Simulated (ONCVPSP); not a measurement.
# An ONCV potential for Sm, from input to tests

Do these settings give a usable potential? It is generated, then checked for transferability, scattering, ghosts and hardness.

Program: ONCVPSP 4.0.1. Reference atom: LDA (Perdew-Wang 92), scalar-relativistic, spherical and spin-unpolarised. All values are calculated.

**1. Starting point**

The settings as typed:

| Property | Result |
| --- | --- |
| element | samarium (Sm, Z = 62) |
| type | optimised norm-conserving Vanderbilt (ONCV) |
| frozen core | [Kr] 4d10 5s2 |
| valence charge | 14 |
| reference configuration | 4f6 5p6 6s1 (charge +1) |
| partial waves | 6s: rc 3.05 bohr, ncon 4, nbas 9, qcut 1.7 1/bohr, 2 projectors, debl 3.1 Ha; 5p: rc 2.75 bohr, ncon 4, nbas 7, qcut 5.5 1/bohr, 2 projectors, debl 1.6 Ha; d scattering state at 0.08 Ha: rc 2.95 bohr, ncon 4, nbas 8, qcut 3.3 1/bohr, 2 projectors, debl 0.8 Ha; 4f: rc 0.90 bohr, ncon 4, nbas 9, qcut 18.3 1/bohr, 2 projectors, debl 0.9 Ha |
| local potential | polynomial inside 0.75 bohr (lpopt 3, dvloc0 1 Ha) |
| core correction | not asked for |

The nodes and maxima of the atom's own shells, from an earlier all-electron run, set the scale for the radii.

All-electron outer shells of the reference configuration (LDA (PZ), scalar-relativistic, ld1.x):

| shell | level (eV) | outermost node (bohr) | outermost maximum (bohr) |
| --- | --- | --- | --- |
| 5p | -29.54 | 0.74 | 1.43 |
| 4f | -8.84 | – | 0.61 |
| 6s | -8.68 | 1.69 | 3.40 |
| 5d | -7.44 | 0.84 | 2.11 |
| 6p | -5.45 | 2.02 | 4.31 |

**2. The generation run**

File Sm.dat:

```
# ATOM AND REFERENCE CONFIGURATION
# atsym  z   nc   nv     iexc    psfile
  Sm 62.00   10    3  -001012      upf
#
#   n    l    f
    1    0    2.00
    2    0    2.00
    2    1    6.00
    3    0    2.00
    3    1    6.00
    3    2   10.00
    4    0    2.00
    4    1    6.00
    4    2   10.00
    5    0    2.00
    4    3    6.00
    5    1    6.00
    6    0    1.00
#
# PSEUDOPOTENTIAL AND OPTIMIZATION
# lmax
    3
#
#   l,   rc,      ep,       ncon, nbas, qcut
    0    3.05    0.00    4    9    1.70
    1    2.75    0.00    4    7    5.50
    2    2.95    0.08    4    8    3.30
    3    0.90    0.00    4    9   18.30
#
# LOCAL POTENTIAL
# lloc, lpopt,  rc(5),   dvloc0
    4    3    0.75    1.00
#
# VANDERBILT-KLEINMAN-BYLANDER PROJECTORs
# l, nproj, debl
    0    2    3.10
    1    2    1.60
    2    2    0.80
    3    2    0.90
#
# MODEL CORE CHARGE
# icmod, fcfact, rcfact
    0    0.00    0.00
#
# LOG DERIVATIVE ANALYSIS
# epsh1, epsh2, depsh
   -3.00    5.00    0.02
#
# OUTPUT GRID
# rlmax, drl
    6.00    0.01
#
# TEST CONFIGURATIONS
# ncnf
    4
# nvcnf
#   n    l    f
    3
    4    3    6.00
    5    1    6.00
    6    0    2.00
#
    3
    4    3    6.00
    5    1    6.00
    6    0    0.00
#
    3
    4    3    5.00
    5    1    6.00
    6    0    0.00
#
    4
    4    3    5.00
    5    1    6.00
    6    0    2.00
    5    2    1.00
#
```

On the command line:

```
$ oncvpsp.x < Sm.dat > Sm.out
```

Before running it: what results should come out? Wanted: cutoffs for 1 and 0.1 mHa per electron, occupied waves; bound ghosts; GHOST(+) flags; largest test error; largest phase difference near zero energy, channels read; projector energies reset by the program.

The runs gave:

| quantity | value |
| --- | --- |
| cutoffs for 1 and 0.1 mHa per electron, occupied waves | 142 Ha and 157 Ha |
| bound ghosts | s at -408.19 eV, s at -31.20 eV, p at -74.64 eV |
| GHOST(+) flags | d at -2 eV |
| largest test error (AE − PS) | +79 meV, for 4f5 5p6 6s0 (1 test unsolved) |
| largest phase difference near zero energy, channels read | 3.142 rad |
| projector energies reset by the program | d: -0.273, 0.527 Ha |

In words: A bound ghost (s, p) makes it unfit for use: electrons can fall into a state that the atom doesn't have. By total energies transferability is fair where solved: the largest error is 79 meV on 35.4 eV, for 4f5 5p6 6s0. Of the tests 1 gave no usable energy difference, which is a warning in itself. By its cutoff, 142 Ha for the looser tolerance, it is very hard. At the looser tolerance the 4f wave is the slowest; 5p needs 7 Ha. Of the channels read, d scatters worst near zero energy, by up to 3.14 rad. A step near π is an extra or missing state, not a misfit of shape. The pseudo curves have a pole with no partner nearby in the atom's: p at -2.74 Ha. The program also flags highly localised states, GHOST(+) (d). All of this concerns the isolated atom, not yet a solid.
